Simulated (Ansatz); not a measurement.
# Cobalt, simple cubic under PBEsol: from relaxation to bulk modulus

What does PBEsol give for cobalt in the simple cubic structure? We relax it, solve it on a dense k-mesh, then scale the cell to 7 volumes from 88 to 112 % of the relaxed one and try a fit of the equation of state. The start is antiferromagnetic (G-type). The k-meshes are 12×12×12 for the relaxation; 20×20×20 for the dense run; 14×14×14 for the volumes.

This is Co in the simple cubic structure; at room conditions it is hcp.

Program: Ansatz 0.2.0. Level of theory: DFT PBEsol, plane waves (420 eV) with PAW, scalar-relativistic; the PAW data stem from PBE, with regenerated cores. These are calculated values, not measurements.

### 1 The starting structure

The structure is cubic, space group Pm-3m (No. 221). Conventional cell: a = 2.287 Å, b = 2.287 Å, c = 2.287 Å, α = 90.00°, β = 90.00°, γ = 90.00°. Co (site symmetry m-3m) has 6 Co at 2.29 Å as nearest neighbours.

As a file:

```
Co
1.0
     0.00000    2.28685    2.28685
     2.28685    0.00000    2.28685
     2.28685    2.28685    0.00000
Co
2
Direct
  0.00000 0.00000 0.00000
  0.50000 0.50000 0.50000
```

Starting moments (μB): +1.7, -1.7.

### 2 Relaxation of the cell

File input.yaml:

```yaml
crystal:
  lattice:
    - [0.0, 2.286848805, 2.286848805]
    - [2.286848805, 0.0, 2.286848805]
    - [2.286848805, 2.286848805, 0.0]
  atoms:
    - { symbol: Co, position: [0.0, 0.0, 0.0], spin: 1.7 }
    - { symbol: Co, position: [0.5, 0.5, 0.5], spin: -1.7 }
hamiltonian:
  xc: pbesol
  pseudopotentials:
    kind: paw
    azcp:
      Co: "pseudopotentials/Co.paw.azcp"
basis:
  ecutwfc: 420
  fft_grid_basis: typed
kpoints:
  mp_grid: { grid: [12, 12, 12], shift: [0, 0, 0] }
magnetization:
  spin_polarized: true
scf:
  occupations: { method: fermi_dirac, width: 0.05 }
relax:
  max_steps: 60
  f_tol: 0.01
  cell: {}
```

After this run come: The energy on a finer k-mesh; At 88 % of the relaxed volume; At 92 % of the relaxed volume; At 96 % of the relaxed volume; At 100 % of the relaxed volume; At 104 % of the relaxed volume; At 108 % of the relaxed volume; At 112 % of the relaxed volume.

What does the calculation give? Wanted: space group; conventional cell; volume; shortest distance; gap on the mesh; magnetic state; relative to hcp, ferromagnetic; V₀, B₀, B₀′.

**Answer**, as computed:

| quantity | value |
| --- | --- |
| space group (spins left aside) | Pm-3m (No. 221) |
| conventional cell | a = 2.248 Å |
| volume | 11.353 Å³/atom |
| shortest distance | 2.248 Å |
| gap on the mesh | none (levels filled in part) |
| magnetic state | ferromagnetic, up to 1.61 μB per atom |
| relative to hcp, ferromagnetic | +887 meV/atom |
| V₀, B₀, B₀′ | 12.085 Å³/atom, 146 GPa, 5.5 |

**Reading.** From the guessed start the volume shrank by 5.1 % in 7 steps. It lies 887 meV/atom above the element's reference form at the same level (hcp, ferromagnetic, from a run of its own), so it is far from stable. The final state is ferromagnetic (largest moment 1.61 μB). That is not the order it started in. No gap shows: it is a metal or semimetal at this level. The fitted modulus is 146 GPa. The symmetry was held, so the structure may be unstable against distortions that break it.
